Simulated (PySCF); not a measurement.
# The bond of HfBr+, level by level

Aim: find the lowest electronic state of HfBr+, scan its bond at several levels of theory, and get bond length, wavenumber and dissociation energy from each curve.

Method: Hf def2-TZVPPD with ECP60, Br def2-TZVPPD, scalar-relativistic core potentials; program: PySCF 2.14.0.

## (1) The job

Settings of the job:

| Property | Result |
| --- | --- |
| atoms | Hf, Br |
| charge | 1 |
| basis | Hf def2-TZVPPD with ECP60, Br def2-TZVPPD |
| Hamiltonian | scalar-relativistic core potentials |
| basis functions | 116 |
| electrons treated | 46 |
| masses in u | 179.9465, 78.9183 |
| levels | PBE0, PBE, r²SCAN, PBEsol, M06-L, B97-3, BP86, B3LYP, ωB97M-V, HF, MP2, SCS-MP2 |
| grid | 80 radial by 434 angular points |
| occupations | held fixed by the projection of orbital angular momentum |
| dissociation limit | Hf+ + Br, each in its ground configuration |
| starting distance in angstrom | 2.615 |
| values of 2S to try | 0, 2, 4 |

Command:

```bash
OMP_NUM_THREADS=2 python dia.py task.json out
```

After this run come: PBE0 along the bond; Excited determinants; PBE; r²SCAN; PBEsol (GGA); M06-L (meta-GGA); B97-3; BP86 (GGA); B3LYP (global hybrid GGA); ωB97M-V (range-separated hybrid); UHF.

**Question.** What will these runs give? Wanted: for each run, Re; ωe; De; μ.

**Answer**, as computed:

Lowest PBE0 solution found, without spin–orbit coupling: ³Δ (triplet), unpaired electrons σ ↑, δ ↑. State 2 has its PBE0 minimum 0.25 eV higher. State 3 has its PBE0 minimum 0.72 eV higher, as a spin-mixed determinant (⟨S²⟩ = 1.00), so this is no gap between pure states. State 4 has its PBE0 minimum 0.75 eV higher. The other levels ran on the lowest alone.

| level | Re (Å) | ωe (cm⁻¹) | De (eV) | μ (D) |
| --- | --- | --- | --- | --- |
| UHF | 2.427 | 291.6 | 3.07 | -6.40 |
| UHF-MP2 | 2.371 | 310 | 4.28 | n/a |
| UHF-SCS-MP2 | 2.384 | 305 | 4.00 | n/a |
| PBE | 2.385 | 293.4 | 4.45 | -4.09 |
| PBEsol | 2.367 | 301 | 4.76 | -3.98 |
| BP86 | 2.387 | 292.6 | 4.36 | -4.08 |
| r²SCAN | 2.382 | 299.3 | 4.47 | -4.66 |
| M06-L | 2.384 | 295.9 | 4.03 | -4.94 |
| B3LYP | 2.396 | 293.0 | 3.99 | -4.61 |
| PBE0 | 2.376 | 302 | 4.29 | -4.72 |
| B97-3 | 2.392 | 293.3 | 3.89 | -4.70 |
| ωB97M-V | 2.383 | 302 | 3.85 | -5.21 |

De is counted to Hf+ + Br in their ground configurations. A positive dipole points from Hf to Br; in an ion it is taken about the centre of mass and does not tell which atom is negative.

The methods spread over 0.061 Å in bond length, from PBEsol to UHF. Of the levels with a De here, UHF gives the least (3.07 eV) and PBEsol the most (4.76 eV).

Correlated steps freeze 9 core orbitals. These are scalar-relativistic numbers at best; spin–orbit coupling would shift them, the dissociation energy most. With d or f electrons several states lie close, and the lowest PBE0 determinant need not be the measured ground state. With spin–orbit coupling the term label itself may not hold.
